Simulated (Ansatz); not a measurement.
# HBrO (triplet): wB97M-V, B2PLYP, RPA-PBE over a scan of the distance Br1–H2 along a hydrogen transfer, cc-pVTZ

The task here is to estimate one member of a computed series from the others.

Program: Ansatz 0.2.0, Gaussian basis. Level of theory: cc-pVTZ, all electrons in the functionals, frozen cores in the correlation of double hybrids and RPA. These are calculated values, not measurements.

Plan: wB97M-V, B2PLYP, RPA-PBE, at 1.421 Å; 1.470 Å; 1.569 Å; 1.669 Å; 1.768 Å.

**What is computed**

The geometry derives from fragments relaxed apart (PBE0/def2-TZVP) and kept rigid, so it is no stationary point. A hydrogen atom is moved between rigid fragments. No spin-orbit coupling is included. The filled d shell of Br may be among the frozen orbitals whatever the setting's name suggests; the logs give the count.

3 atoms, charge 0, spin multiplicity 3.

Atoms are counted from 1 here; the program's logs count them from 0.

Bond lengths: Br1–H2 1.421 Å.

Geometry (Å):

```xyz
3
BrHO
Br    0.0000    0.0000   -1.3929
H     0.0000    0.0000    0.0277
O     0.0000    0.0000    1.3651
```

No dispersion term is added; wB97M-V holds VV10 nonlocal correlation.

The geometry shown and the zero of energy belong to the point 1.421 Å. The yardstick, UCCSDT(Q), and other wave-function levels (R restricted, U unrestricted, valence and pair active spaces) come from earlier runs.

Set-up of the first run:

The input, in.yaml:

```yaml
crystal:
  periodic: [false, false, false]
  atoms:
    - {symbol: Br, position_ang: [0.000000, 0.000000, -1.392867]}
    - {symbol: H, position_ang: [0.000000, 0.000000, 0.027733]}
    - {symbol: O, position_ang: [0.000000, 0.000000, 1.365133]}
basis:
  gaussian: {orbitals: cc-pVTZ}
magnetization: {spin_polarized: true, initial_magnetization: 2}
hamiltonian: {xc: {name: wB97M-V}}
output: {forces: true, orbitals: {seedname: orbitals}}
```

Launch:

```sh
$ ansatz run in.yaml --threads 1 --pin off --events-out ev --progress --plain --max-ram 2816MiB --backend cpu
```

Among the steps run: wB97M-V, 1.421 Å; wB97M-V, 1.470 Å; wB97M-V, 1.569 Å; wB97M-V, 1.669 Å; wB97M-V, 1.768 Å; B2PLYP, 1.421 Å; B2PLYP, 1.470 Å; B2PLYP, 1.569 Å; B2PLYP, 1.669 Å; B2PLYP, 1.768 Å; RPA-PBE, 1.421 Å; RPA-PBE, 1.470 Å; RPA-PBE, 1.569 Å; RPA-PBE, 1.669 Å; RPA-PBE, 1.768 Å.

One table of the session follows, with a row left open; its other results are not shown here.

| level | 1.470 Å | 1.569 Å | 1.669 Å | 1.768 Å |
| --- | --- | --- | --- | --- |
| UCCSDT(Q) | -3.4 | -12.3 | -29.9 | -44.6 |
| wB97M-V | ? | ? | ? | ? |
| B2PLYP | -5.2 | -16.6 | -34.2 | -46.6 |
| RPA-PBE | -14.1 | -41.0 | -65.6 | -79.5 |

Q: Estimate the row for wB97M-V from the others.

**Answer.** 1.470 Å: -5.1; 1.569 Å: -16.4; 1.669 Å: -34.4; 1.768 Å: -47.7. In the column «1.470 Å» it lies between B2PLYP (-5.2) and UCCSDT(Q) (-3.4).

Limits of these values: Energies in kJ/mol, counted from 1.421 Å; blanks weren't run or aren't comparable.
